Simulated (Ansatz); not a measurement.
# Si2GeO6: the cost of one run

Computed with Ansatz 0.2.0 (DFT r2SCAN, scalar-relativistic, plane waves, PAW).

1 further run of the same task is left out (set aside as unsound or not needed).

## 1. The system as given

It takes space group C2 (No. 5, monoclinic). Conventional cell: a = 8.805 Å, b = 4.999 Å, c = 5.572 Å, α = 90.00°, β = 90.65°, γ = 90.00°. Si (site symmetry 1) is surrounded by 4 O at 1.63 to 1.64 Å. Ge (site symmetry 2) is surrounded by 4 O at 1.75 to 1.76 Å. O (site symmetry 1) has 2 Si at 1.63 Å as nearest neighbours. O (site symmetry 1) has 1 Si at 1.63 Å and 1 Ge at 1.76 Å as nearest neighbours. O (site symmetry 1) has 1 Si at 1.64 Å and 1 Ge at 1.75 Å as nearest neighbours.

As a file:

```
Si Ge O
1.0
     4.40243   -2.49928   -0.00030
     4.40243    2.49928   -0.00030
    -0.06324    0.00000    5.57205
Si Ge O
2 1 6
Direct
  0.99836 0.46655 0.16298
  0.53345 0.00164 0.83702
  0.47035 0.52965 0.50000
  0.27747 0.14874 0.05002
  0.60503 0.25884 0.73267
  0.11874 0.59581 0.38276
  0.40419 0.88126 0.61724
  0.85126 0.72253 0.94998
  0.74116 0.39497 0.26733
```

The cell was relaxed beforehand at this level, from a generated guess; it needn't be the stable form of this composition. At a tolerance of 0.02 Å it has space group C2 (No. 5); it has 13.62 Å³/atom, an uncorrected energy of -2.37 eV/atom over the elements and, on its mesh, gap 4.56 eV.

## 2. Level of theory: r2SCAN

input.yaml reads:

```yaml
crystal:
  lattice:
    - [4.4024349157, -2.4992802996, -0.0003030031]
    - [4.4024349157, 2.4992802996, -0.0003030031]
    - [-0.0632412998, 0.0, 5.5720477132]
  atoms:
    - { symbol: Si, position: [0.9983557915, 0.4665466619, 0.162975334] }
    - { symbol: Si, position: [0.5334533381, 0.0016442085, 0.837024666] }
    - { symbol: Ge, position: [0.4703500628, 0.5296499372, 0.5] }
    - { symbol: O, position: [0.2774712104, 0.1487436757, 0.0500218076] }
    - { symbol: O, position: [0.6050250594, 0.2588427521, 0.7326651523] }
    - { symbol: O, position: [0.1187384611, 0.5958074956, 0.3827585995] }
    - { symbol: O, position: [0.4041925044, 0.8812615389, 0.6172414005] }
    - { symbol: O, position: [0.8512563243, 0.7225287896, 0.9499781924] }
    - { symbol: O, position: [0.7411572479, 0.3949749406, 0.2673348477] }
basis:
  ecutwfc: 500
kpoints:
  mp_grid: { grid: [6, 6, 4] }
  band_path:
    path:
      - [[0.0, 0.0, 0.0], [-0.33058249, 0.33058249, 0.0]]
      - [[-0.66941751, -0.33058249, 0.0], [-0.5, -0.5, 0.0], [0.0, 0.0, 0.0], [-0.5, -0.5, 0.5], [-0.67087131, -0.32912869, 0.5]]
      - [[-0.32912869, 0.32912869, 0.5], [0.0, 0.0, 0.5], [0.0, 0.0, 0.0]]
      - [[-0.5, 0.0, 0.5], [0.0, 0.0, 0.0], [-0.5, 0.0, 0.0]]
    npoints: 14
hamiltonian:
  xc: r2scan
scf:
  occupations: { method: gaussian, width: 0.02 }
  n_extra_bands: 22
output:
  forces: true
  stress: true
  eigenvalues: true
  populations: true
  dos: { projected: true, de: 0.02, nscf_kmesh: { grid: [9, 9, 6] } }
  bader: true
```

Started as:

```sh
$ ansatz run input.yaml --threads 1 --pin off --max-ram 2560MiB --backend cpu --events-out ev --progress --plain --runs-dir out
```

What time and memory should one allow on 1 thread of Intel Xeon 6975P-C (Granite Rapids), shared host?

About 3.2 min, with a peak of 1.1 GiB.
